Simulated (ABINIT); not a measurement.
Crystal: NbCu.

```
Nb Cu
1.0
     0.00000    2.56221    2.56221
     2.56221    0.00000    2.56221
     2.56221    2.56221    0.00000
Nb Cu
1 1
Direct
  0.00000 0.00000 0.00000
  0.50000 0.50000 0.50000
```

The cell was built by a generator and needn't be a form met in nature.

| Item | Value |
| --- | --- |
| Program | ABINIT 10.8.3 (patched build) |
| Task | single point |
| Functional | PBE |
| Potentials or basis | JTH PAW PBE v2.0 |
| Cutoff | 707 eV |
| k mesh | 9 × 9 × 9 |
| Occupations | fermi-dirac, width 0.05 eV |
| Spin | no spin polarisation |

On this cell: pressure -0.2 GPa; largest force zero by symmetry; band gap on the k mesh none (metal or under the smearing width).

The same run follows on a disturbed copy (atoms moved at random, drawn with an rms of 0.05 Å):

```
CELL_PARAMETERS angstrom
0.00000 2.56221 2.56221
2.56221 0.00000 2.56221
2.56221 2.56221 0.00000
ATOMIC_POSITIONS crystal
Nb 0.99569 0.99464 0.00385
Cu 0.49393 0.48823 0.50273
```

**Question.** What does the disturbed cell give?

**Answer.** The energy (extrapolated to zero smearing) moves by +1.0 meV/atom; pressure -0.1 GPa; largest force 0.159 eV/Å; band gap on the k mesh none (metal or under the smearing width).

Forces on the atoms (eV/Å):
```
Nb  -0.108 -0.039 -0.110
Cu   0.108  0.039  0.110
```
